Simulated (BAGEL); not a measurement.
# AlSiNH6O (SMILES [NH2][AlH][SiH2]O) at B3LYP/def2-SVP (density fitting with qzvpp-jkfit)

Aim: the energy change on altering one bond length of AlSiNH6O at B3LYP/def2-SVP (density fitting with qzvpp-jkfit), from 2 runs. 

The calculation is run with BAGEL 1.2.2.

### Step 1. Starting point

The species is AlSiNH6O (10 atoms), meant as a singlet with charge 0. SMILES: `[NH2][AlH][SiH2]O`. The shape is that of a PBE0-D4/def2-TZVP optimisation. This is one conformer, not always the lowest.

Bond lengths: N1–Al2 1.771 Å, Al2–Si3 2.466 Å, Si3–O4 1.666 Å, N1–H5 1.008 Å, N1–H6 1.008 Å, Al2–H7 1.589 Å, Si3–H8 1.498 Å, Si3–H9 1.490 Å, O4–H10 0.958 Å. Some angles: N1–Al2–Si3 115.9°, Al2–Si3–O4 112.2°, N1–Al2–H7 117.2°, Si3–Al2–H7 126.9°, Al2–N1–H5 125.3°, Al2–N1–H6 124.5°, Al2–Si3–H8 111.5°, Al2–Si3–H9 112.0°, O4–Si3–H8 110.3°, O4–Si3–H9 104.5°.

### Step 2. A single-point energy at B3LYP/def2-SVP (density fitting with qzvpp-jkfit)

Input file input.json:

```json
{ "bagel" : [

{
  "title" : "molecule",
  "basis" : "svp",
  "df_basis" : "qzvpp-jkfit",
  "angstrom" : true,
  "geometry" : [
    { "atom" : "N", "xyz" : [   -0.443500,    1.949800,   -0.485900 ] },
    { "atom" : "Al", "xyz" : [    0.161400,    0.932500,    0.831000 ] },
    { "atom" : "Si", "xyz" : [    0.498100,   -1.448400,    0.284800 ] },
    { "atom" : "O", "xyz" : [   -0.117800,   -1.843200,   -1.212400 ] },
    { "atom" : "H", "xyz" : [   -0.638800,    2.936000,   -0.417000 ] },
    { "atom" : "H", "xyz" : [   -0.588300,    1.632600,   -1.431200 ] },
    { "atom" : "H", "xyz" : [    0.407600,    1.632900,    2.235800 ] },
    { "atom" : "H", "xyz" : [   -0.081900,   -2.341300,    1.338200 ] },
    { "atom" : "H", "xyz" : [    1.942800,   -1.801100,    0.197600 ] },
    { "atom" : "H", "xyz" : [   -1.056500,   -1.701000,   -1.337900 ] }
  ]
},
{
  "title" : "ks",
  "xc_func" : "b3lyp",
  "charge" : 0
},
{
  "title" : "print",
  "file" : "orbitals.molden",
  "orbitals" : true
}

]}
```

Command:

```sh
BAGEL_NUM_THREADS=1 BAGEL input.json > input.out
```

Output:

```text
* using 1 threads per process

  ===============================================================
  ===============================================================

  *** Geometry ***

  { "atom" : "N", "xyz" : [     -0.838094,      3.684588,     -0.918218 ] },
  { "atom" : "Al", "xyz" : [      0.305002,      1.762170,      1.570362 ] },
  { "atom" : "Si", "xyz" : [      0.941273,     -2.737079,      0.538194 ] },
  { "atom" : "O", "xyz" : [     -0.222610,     -3.483143,     -2.291104 ] },
  { "atom" : "H", "xyz" : [     -1.207157,      5.548236,     -0.788016 ] },
  { "atom" : "H", "xyz" : [     -1.111726,      3.085167,     -2.704576 ] },
  { "atom" : "H", "xyz" : [      0.770252,      3.085734,      4.225050 ] },
  { "atom" : "H", "xyz" : [     -0.154769,     -4.424416,      2.528832 ] },
  { "atom" : "H", "xyz" : [      3.671360,     -3.403586,      0.373410 ] },
  { "atom" : "H", "xyz" : [     -1.996496,     -3.214424,     -2.528265 ] },

  Number of auxiliary basis functions:      518

  Since a DF basis is specified, we compute 2- and 3-index integrals:
    o Being stored without compression. Storage requirement is 0.037 GB

  Number of basis functions:       94
  Number of electrons      :       48

    * METHOD: MOLECULE                             0.31

  *** Kohn-Sham DFT ***

    * Removing 17820 points whose weight is below 1.00e-10
    * Grid points: 131240

  === Nuclear Repulsion ===
   198.6417286209

       - DIIS with orbital gradients will be used.

  === KS iteration (b3lyp / svp) ===
      0       -639.03360787          0.09985562           0.78
      1       -615.24548652          0.11792474           0.70
      2       -501.94268720          0.23607641           0.70
      3       -626.77434830          0.10822969           0.69
      4       -653.72753045          0.09618300           0.66
      5       -659.61833816          0.06711507           0.60
      6       -665.09920967          0.02013946           0.60
      7       -664.83836089          0.03028770           0.61
      8       -665.33183576          0.00280788           0.61
      9       -665.33588533          0.00136951           0.62
     10       -665.33687626          0.00037266           0.64
     11       -665.33695695          0.00003852           0.69
     12       -665.33695797          0.00001129           0.62
     13       -665.33695805          0.00000252           0.61
     14       -665.33695806          0.00000157           0.61
     15       -665.33695806          0.00000040           0.62
     16       -665.33695806          0.00000011           0.62
     17       -665.33695806          0.00000006           0.61
     18       -665.33695806          0.00000001           0.64
    * SCF iteration converged.

    * Permanent dipole moment:
           (    0.657922,    -0.626011,     0.319885) a.u.

    * METHOD: KS                                  13.28

    * METHOD: PRINT                                0.02

  ===============================================================
```

Wall time 14 s (1 thread of Intel Xeon Platinum 8375C at 2.90GHz (Ice Lake), shared host); peak memory 0.58 GiB.

### Step 3. The distorted shape at the same level

Input file input.json:

```json
{ "bagel" : [

{
  "title" : "molecule",
  "basis" : "svp",
  "df_basis" : "qzvpp-jkfit",
  "angstrom" : "true",
  "geometry" : [
    { "atom" : "N", "xyz" : [    0.025847,    1.878700,   -0.423150 ] },
    { "atom" : "Al", "xyz" : [    0.630747,    0.861400,    0.893750 ] },
    { "atom" : "Si", "xyz" : [    0.967447,   -1.519500,    0.347550 ] },
    { "atom" : "O", "xyz" : [    0.351547,   -1.914300,   -1.149650 ] },
    { "atom" : "H", "xyz" : [   -0.169453,    2.864900,   -0.354250 ] },
    { "atom" : "H", "xyz" : [   -0.118953,    1.561500,   -1.368450 ] },
    { "atom" : "H", "xyz" : [    0.876947,    1.561800,    2.298550 ] },
    { "atom" : "H", "xyz" : [    0.387447,   -2.412400,    1.400950 ] },
    { "atom" : "H", "xyz" : [    2.412147,   -1.872200,    0.260350 ] },
    { "atom" : "H", "xyz" : [   -1.056500,   -1.701000,   -1.337900 ] }
  ]
},
{ "title" : "ks", "xc_func" : "b3lyp" },
{ "title" : "print", "file" : "orbitals.molden", "orbitals" : "true" }

]}
```

Command:

```sh
BAGEL_NUM_THREADS=1 BAGEL input.json > input.out
```

Output:

```text
* using 1 threads per process

  ===============================================================
  ===============================================================

  *** Geometry ***

  { "atom" : "N", "xyz" : [      0.048844,      3.550228,     -0.799638 ] },
  { "atom" : "Al", "xyz" : [      1.191939,      1.627810,      1.688943 ] },
  { "atom" : "Si", "xyz" : [      1.828210,     -2.871439,      0.656774 ] },
  { "atom" : "O", "xyz" : [      0.664328,     -3.617503,     -2.172524 ] },
  { "atom" : "H", "xyz" : [     -0.320220,      5.413876,     -0.669435 ] },
  { "atom" : "H", "xyz" : [     -0.224789,      2.950807,     -2.585996 ] },
  { "atom" : "H", "xyz" : [      1.657190,      2.951374,      4.343630 ] },
  { "atom" : "H", "xyz" : [      0.732169,     -4.558775,      2.647412 ] },
  { "atom" : "H", "xyz" : [      4.558297,     -3.537945,      0.491990 ] },
  { "atom" : "H", "xyz" : [     -1.996496,     -3.214424,     -2.528265 ] },

  Number of auxiliary basis functions:      518

  Since a DF basis is specified, we compute 2- and 3-index integrals:
    o Being stored without compression. Storage requirement is 0.037 GB

  Number of basis functions:       94
  Number of electrons      :       48

    * METHOD: MOLECULE                             0.42

  *** Kohn-Sham DFT ***

    * Removing 17346 points whose weight is below 1.00e-10
    * Grid points: 131714

  === Nuclear Repulsion ===
   196.5618048006

       - DIIS with orbital gradients will be used.

  === KS iteration (b3lyp / svp) ===
      0       -638.85160393          0.09586995           0.74
      1       -616.17090717          0.11678387           0.71
      2       -548.32364097          0.24521449           0.69
      3       -625.03550492          0.09446723           0.71
      4       -640.27701062          0.12227016           0.70
      5       -662.52305791          0.04391981           0.68
      6       -659.79768045          0.08438006           0.66
      7       -652.15239970          0.08659506           0.58
      8       -665.04587271          0.01560736           0.58
      9       -665.20938088          0.00846860           0.59
     10       -665.24320649          0.00299625           0.66
     11       -665.25054078          0.00129140           0.68
     12       -665.25162329          0.00051875           0.69
     13       -665.25179428          0.00008215           0.66
     14       -665.25179660          0.00006818           0.68
     15       -665.25179925          0.00000818           0.68
     16       -665.25179927          0.00000606           0.66
     17       -665.25179929          0.00000093           0.69
     18       -665.25179929          0.00000020           0.72
     19       -665.25179929          0.00000006           0.70
     20       -665.25179929          0.00000003           0.69
     21       -665.25179929          0.00000001           0.58
    * SCF iteration converged.

    * Permanent dipole moment:
           (    0.751766,    -0.622127,     0.344593) a.u.

    * METHOD: KS                                  15.98

    * METHOD: PRINT                                0.02

  ===============================================================
```

It took 17 s on 1 thread of Intel Xeon Platinum 8375C at 2.90GHz (Ice Lake), shared host; peak memory 0.58 GiB.

### Step 4. Summary of results

Level: B3LYP/def2-SVP (density fitting with qzvpp-jkfit).

```
                                                          quantity          value
                                         first shape: total energy  -665.33696 Eh
                                        first shape: dipole moment         2.45 D
                                          first shape: HOMO energy       -6.72 eV
                                          first shape: LUMO energy       -1.14 eV
                                        first shape: HOMO–LUMO gap        5.58 eV
                                     distorted shape: total energy  -665.25180 Eh
                                    distorted shape: dipole moment         2.63 D
                                      distorted shape: HOMO energy       -6.60 eV
                                      distorted shape: LUMO energy       -2.35 eV
                                    distorted shape: HOMO–LUMO gap        4.25 eV
energy change with the O4–H10 bond stretched from 0.958 to 1.436 Å       2.317 eV
```

In words: With the O4–H10 bond stretched from 0.958 to 1.436 Å the energy rises by 2.32 eV (224 kJ/mol). The first shape isn't relaxed at this level, so the change isn't measured from a minimum.
